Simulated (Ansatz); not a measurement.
# CoBiO3 (P4mm): one cell, many starting occupations (series 2), part 1 of 2

DFT+U has many self-consistent solutions. How far apart do the states of CoBiO3 (P4mm) lie when only the starting occupations change? Cell and atoms stay fixed.

Computed with Ansatz 0.2.0 (DFT LDA+U (U_eff = 2 eV on Co d), plane waves, PAW, no spin–orbit coupling unless a run says so, unless a step's input says otherwise).

**1. The structure to begin with**

It takes space group P4mm (No. 99, tetragonal). Conventional cell: a = 3.724 Å, b = 3.724 Å, c = 4.021 Å, α = 90.00°, β = 90.00°, γ = 90.00°. Bi (site symmetry 4mm) has 8 O at 2.35 to 2.67 Å as nearest neighbours. Around Co (site symmetry 4mm) lie 6 O at 1.85 to 2.17 Å. O (site symmetry 2mm) has 2 Co at 1.89 Å and 2 Bi at 2.35 Å as nearest neighbours. Around O (site symmetry 4mm) lie 2 Co at 1.85 to 2.17 Å and 4 Bi at 2.67 Å.

Coordinates:

```xyz
5
Lattice="3.7244 0.0000 0.0000 0.0000 3.7244 0.0000 0.0000 0.0000 4.0208" Properties=species:S:1:pos:R:3 pbc="T T T"
Bi    0.0000    0.0000    0.2049
Co    1.8622    1.8622    2.5042
O     1.8622    0.0000    2.7988
O     1.8622    1.8622    0.6537
O     0.0000    1.8622    2.7988
```

Magnetic order typed: ferromagnetic.

The runs: random orbitals: single harmonics, second filling; random orbitals: fully mixed, first filling; random orbitals: single harmonics, first filling; random orbitals: fully mixed, one electron more; random orbitals: drawn by pairs, second filling.

An earlier series on this cell reached its lowest free state from «from atoms, symmetry kept, no search», perhaps among other starts (it ended without moments).

**2. Random orbitals: single harmonics, second filling**

Contents of input.yaml:

```yaml
crystal:
  lattice:
    - [3.72444383, 0.0, 0.0]
    - [0.0, 3.72444383, 0.0]
    - [0.0, 0.0, 4.02083214]
  atoms:
    - { symbol: Bi, position: [0.0, 0.0, 0.05095533] }
    - { symbol: Co, position: [0.5, 0.5, 0.62280656], spin: 0.3 }
    - { symbol: O, position: [0.5, 0.0, 0.69608487] }
    - { symbol: O, position: [0.5, 0.5, 0.16257231] }
    - { symbol: O, position: [0.0, 0.5, 0.69608487] }
basis:
  ecutwfc: 420
  ecutrho_ratio: 4
kpoints:
  mp_grid: { grid: [5, 5, 5] }
hamiltonian:
  xc: lda
  hubbard:
    sites:
      - { site: 1, l: d, u_eff: 2.0, starting_ns: [{ spin: up, occupation_matrix: s1up }, { spin: down, occupation_matrix: s1down }] }
    occupation_matrices:
      s1up:
        matrix:
          - [0.97, 0.0, 0.0, 0.0, 0.0]
          - [0.0, 0.02, 0.0, 0.0, 0.0]
          - [0.0, 0.0, 0.02, 0.0, 0.0]
          - [0.0, 0.0, 0.0, 0.97, 0.0]
          - [0.0, 0.0, 0.0, 0.0, 0.97]
      s1down:
        matrix:
          - [0.97, 0.0, 0.0, 0.0, 0.0]
          - [0.0, 0.97, 0.0, 0.0, 0.0]
          - [0.0, 0.0, 0.97, 0.0, 0.0]
          - [0.0, 0.0, 0.0, 0.02, 0.0]
          - [0.0, 0.0, 0.0, 0.0, 0.02]
    ns_hold: { iters: 12 }
scf:
  occupations: { method: gaussian, width: 0.05 }
  lower_state_search: "off"
  max_iter: 150
output:
  forces: true
  stress: true
  eigenvalues: true
  populations: true
  hubbard: { sites: [{ site: 1, l: d }] }
magnetization:
  spin_polarized: true
```

The typed matrices put 0.97 on the chosen orbitals and 0.02 on the others, and are held for 12 cycles.

Run with:

```bash
> ansatz run input.yaml --threads 4 --pin off --max-ram 6144MiB --backend cpu --events-out ev --progress --plain --runs-dir out
```

Output, shortened:

```text
Warning: RAYON_NUM_THREADS=4 ignored (pool sized by the plan → 4); use --threads N
Bi: projections on atomic orbitals take those of the free atom [Xe 4f14] 5d10 6s2 6p3, of charge +0.00 (hamiltonian.pseudopotentials.projection_atoms); the dataset's partial waves leave at most 4.7e-5 of an orbital's norm unspanned inside its sphere
Co: projections on atomic orbitals take those of the free atom [Ne] 3s2 3p6 3d7 4s2, of charge +0.00 (hamiltonian.pseudopotentials.projection_atoms); the dataset's partial waves leave at most 1.4e-6 of an orbital's norm unspanned inside its sphere
O: projections on atomic orbitals take those of the free atom [He] 2s2 2p4, of charge +0.00 (hamiltonian.pseudopotentials.projection_atoms); the dataset's partial waves leave at most 1.9e-8 of an orbital's norm unspanned inside its sphere
[...]
Pseudopotentials: kind: paw
Pseudopotential: Bi, paw, valence charge 15, recommended cutoff 420 eV (normal), Bi.paw.azcp
Pseudopotential: Co, paw, valence charge 17, recommended cutoff 420 eV (normal), Co.paw.azcp
Pseudopotential: O, paw, valence charge 6, recommended cutoff 420 eV (normal), O.paw.azcp
Functional definition: SPW92
[...]
Crystal: 5 atoms, lattice volume = 55.775 Å³
Basis set: ecut = 420 eV, 1093 PW (Γ)
Bands: 31, of which v1, the nominal top of the filled ones, is band 25 counted from 1 (24 counted from 0)
Symmetry: 8 space group operations
Space group: P4mm (ITA 99), of the structure as read, at distance tolerance 3.8e-5 Å
Magnetic group: BNS 99.163 (UNI 823), of the structure as read, at distance tolerance 3.8e-5 Å
k-points: 18 of 125 (time reversal used)
[...]
Starting moments: Σ|m| = 0.3 μB on 1 of 5 sites
[...]
WARN: the starting moments were not kept: the SCF closed with an absolute magnetisation of 1.7e-6 μB, where they sum to 0.3 μB in size (1 site). That is at most 0.1 of that sum. Measured as dr2_m measures the in/out step, that magnetisation stands 2.0e-12 eV from none, at or under the [...]
WARN: hamiltonian.hubbard: on 2 of 2 specified blocks the occupation matrix of this SCF's result fails the test of the specified filling. At site 1 ↑ (sites count from 0 in the list of atoms of the cell that this SCF solves) the least filled combination of the orbitals specified full has [...]
  site 1 (l=d) ↓: largest change of an orbital's occupation 0.9690; electrons 2.9500 specified, 3.6990 found; spectral distance 0.5127
  site 1 (l=d) ↑: largest change of an orbital's occupation 0.9527; electrons 2.9500 specified, 3.6990 found; spectral distance 0.5127
--- Forces (eV/Å), atoms counted from 1 ---
  atom   1  Bi     0.00000000     0.00000000    -0.07834001
  atom   2  Co    -0.00000000    -0.00000000    -0.13914861
  atom   3  O     -0.00000000    -0.00000000     0.05633610
  atom   4  O      0.00000000    -0.00000000     0.10476895
  atom   5  O      0.00000000    -0.00000000     0.05633610
[...]
--- Stress (GPa, compression-positive) ---
       -7.907060      -0.000000      -0.000000
       -0.000000      -7.907060      -0.000000
       -0.000000      -0.000000      -6.426305
  P = ⅓ Tr σ = -7.4135 GPa (-74.135 kbar)
--- Band table (eV; the first three rows and the last of 36) ---
[...]
Occupation matrices written to <dir>
--- Löwdin populations: 5 sites ---
  site symbol       q [e]    m [muB]
     0     Bi     13.6534    -0.0000
     1     Co     15.9284    -0.0000
     2      O      6.7152     0.0000
     3      O      6.7693     0.0000
     4      O      6.7152     0.0000
  spilling = 0.004369 (of n_electrons = 50.000000)
--- Occupation matrices: 1 shell (run DFT+U table (all-electron-ortho-atomic); ε = 5.76e-5) ---
  Co1 d_3D: site group C4v (4mm)
  Co1 d_3D up     Tr n = 3.6990  λ = 0.380 0.385 0.973 0.973 0.989  [x2-y2 1.00 B1(1.00) | z2 1.00 A1(1.00) | 2× xz 0.50 E(1.00) | xy 1.00 B2(1.00)]
  Co1 d_3D dn     Tr n = 3.6990  λ = 0.380 0.385 0.973 0.973 0.989  [x2-y2 1.00 B1(1.00) | z2 1.00 A1(1.00) | 2× xz 0.50 E(1.00) | xy 1.00 B2(1.00)]
  specified occupation → Co1 d_3D up: matrix, ‖Δ‖_F = 1.5832, Tr Δ = -0.7490, displaced = 1.5499, d_λ = 0.5127; orbital distance = 2.0000
  specified occupation → Co1 d_3D dn: matrix, ‖Δ‖_F = 1.1878, Tr Δ = -0.7490, displaced = 0.9598, d_λ = 0.5127; orbital distance = 1.4142
  Tr n, λ and their labels are of the run-group-symmetrised matrices; stabiliser: 16 of 16 elements of G0×{1,Θ} (closed), max defect 9.0e-7 at τ = 1.2e-5
```

It took 8.4 s on 4 threads of Arm Neoverse V1, shared host; peak memory 0.42 GiB.

It ends with a gap on the mesh of 0.20 eV, pressure -7.4 GPa, no moment over 0.05 μB in any sphere, largest force component 0.14 eV/Å, 8 symmetry operations imposed. The program reports that the typed filling wasn't kept.

How the shells are filled (orbitals counted by the eigenvalues of the occupation matrices):

```tsv
shell	channel	electrons	over 0.8	0.2 to 0.8	under 0.2
Co 3d (atom 2)	up	3.70	3	2	0
Co 3d (atom 2)	down	3.70	3	2	0
```

**3. Random orbitals: fully mixed, first filling**

input.yaml, as its differences from that of step 2:

```diff
@@ -7,3 +7,3 @@
     - { symbol: Bi, position: [0.0, 0.0, 0.05095533] }
-    - { symbol: Co, position: [0.5, 0.5, 0.62280656], spin: 0.3 }
+    - { symbol: Co, position: [0.5, 0.5, 0.62280656], spin: 4.0 }
     - { symbol: O, position: [0.5, 0.0, 0.69608487] }
@@ -25,4 +25,4 @@
           - [0.97, 0.0, 0.0, 0.0, 0.0]
-          - [0.0, 0.02, 0.0, 0.0, 0.0]
-          - [0.0, 0.0, 0.02, 0.0, 0.0]
+          - [0.0, 0.97, 0.0, 0.0, 0.0]
+          - [0.0, 0.0, 0.97, 0.0, 0.0]
           - [0.0, 0.0, 0.0, 0.97, 0.0]
@@ -31,7 +31,7 @@
         matrix:
-          - [0.97, 0.0, 0.0, 0.0, 0.0]
-          - [0.0, 0.97, 0.0, 0.0, 0.0]
-          - [0.0, 0.0, 0.97, 0.0, 0.0]
-          - [0.0, 0.0, 0.0, 0.02, 0.0]
-          - [0.0, 0.0, 0.0, 0.0, 0.02]
+          - [0.42315, 0.32252, 0.29151, -0.14265, 0.10544]
+          - [0.32252, 0.27802, 0.23321, -0.11412, 0.08435]
+          - [0.29151, 0.23321, 0.23078, -0.10315, 0.07624]
+          - [-0.14265, -0.11412, -0.10315, 0.07048, -0.03731]
+          - [0.10544, 0.08435, 0.07624, -0.03731, 0.04758]
     ns_hold: { iters: 12 }
```

The typed matrices put 0.97 on the chosen orbitals and 0.02 on the others, and are held for 12 cycles.

Run with:

```bash
> ansatz run input.yaml --threads 4 --pin off --max-ram 6144MiB --backend cpu --events-out ev --progress --plain --runs-dir out
```

Output, shortened:

```text
Warning: crystal.symmetry: narrowed to the stabiliser of the occupation matrices — unitary ops 8 → 1; lowered by the specified shell (site 1, l: d); largest admitted image defect 4.4e-16, smallest excluded 2.9e-1 — at a splitting's scale: the group the occupation matrices' own texture admits
Warning: RAYON_NUM_THREADS=4 ignored (pool sized by the plan → 4); use --threads N
Bi: projections on atomic orbitals take those of the free atom [Xe 4f14] 5d10 6s2 6p3, of charge +0.00 (hamiltonian.pseudopotentials.projection_atoms); the dataset's partial waves leave at most 4.7e-5 of an orbital's norm unspanned inside its sphere
Co: projections on atomic orbitals take those of the free atom [Ne] 3s2 3p6 3d7 4s2, of charge +0.00 (hamiltonian.pseudopotentials.projection_atoms); the dataset's partial waves leave at most 1.4e-6 of an orbital's norm unspanned inside its sphere
O: projections on atomic orbitals take those of the free atom [He] 2s2 2p4, of charge +0.00 (hamiltonian.pseudopotentials.projection_atoms); the dataset's partial waves leave at most 1.9e-8 of an orbital's norm unspanned inside its sphere
[...]
[... 1 set-up line as earlier in the session ...]
[...]
WARN: the starting moments were not kept: the SCF closed with an absolute magnetisation of 7.1e-6 μB, where they sum to 4 μB in size (1 site). That is at most 0.1 of that sum. Measured as dr2_m measures the in/out step, that magnetisation stands 6.6e-11 eV from none, at or under the [...]
       -7.907024       0.000001       0.000000
        0.000001      -7.907017      -0.000000
        0.000000      -0.000000      -6.426316
  P = ⅓ Tr σ = -7.4135 GPa (-74.135 kbar)
--- Band table (eV; the first three rows and the last of 126) ---
[...]
Occupation matrices written to <dir>
--- Löwdin populations: 5 sites ---
  site symbol       q [e]    m [muB]
     0     Bi     13.6534    -0.0000
     1     Co     15.9284    -0.0000
     2      O      6.7152     0.0000
     3      O      6.7693     0.0000
     4      O      6.7152     0.0000
  spilling = 0.004369 (of n_electrons = 50.000000)
--- Occupation matrices: 1 shell (run DFT+U table (all-electron-ortho-atomic); ε = 1.49e-3) ---
  Co1 d_3D: site group C4v (4mm)
  Co1 d_3D up     Tr n = 3.6990  λ = 0.380 0.385 0.973 0.973 0.989  [x2-y2 1.00 B1(1.00) | z2 1.00 A1(1.00) | 2× xz 0.50 E(1.00) | xy 1.00 B2(1.00)]
  Co1 d_3D dn     Tr n = 3.6990  λ = 0.380 0.385 0.973 0.973 0.989  [x2-y2 1.00 B1(1.00) | z2 1.00 A1(1.00) | 2× xz 0.50 E(1.00) | xy 1.00 B2(1.00)]
  specified occupation → Co1 d_3D up: matrix, ‖Δ‖_F = 0.8314, Tr Δ = +1.1510, displaced = 0.5999, d_λ = 0.8314; orbital distance = 0.0000
  specified occupation → Co1 d_3D dn: matrix, ‖Δ‖_F = 1.6255, Tr Δ = -2.6490, displaced = 1.6882, d_λ = 1.4416; orbital distance = 1.3935
  Tr n, λ and their labels are of the run-group-symmetrised matrices; stabiliser: 16 of 16 elements of G0×{1,Θ} (closed), max defect 1.2e-5 at τ = 3.2e-4
```

Run time: 88 s. Hardware: 4 threads of Arm Neoverse V1, shared host; peak memory 0.94 GiB.

End state: a gap on the mesh of 0.20 eV, pressure -7.4 GPa, no moment over 0.05 μB in any sphere, largest force component 0.14 eV/Å, 1 symmetry operation imposed. The program reports that the typed filling wasn't kept.

How the shells are filled (orbitals counted by the eigenvalues of the occupation matrices):

```tsv
shell	channel	electrons	over 0.8	0.2 to 0.8	under 0.2
Co 3d (atom 2)	up	3.70	3	2	0
Co 3d (atom 2)	down	3.70	3	2	0
```

(Continued in part 2 of 2.)
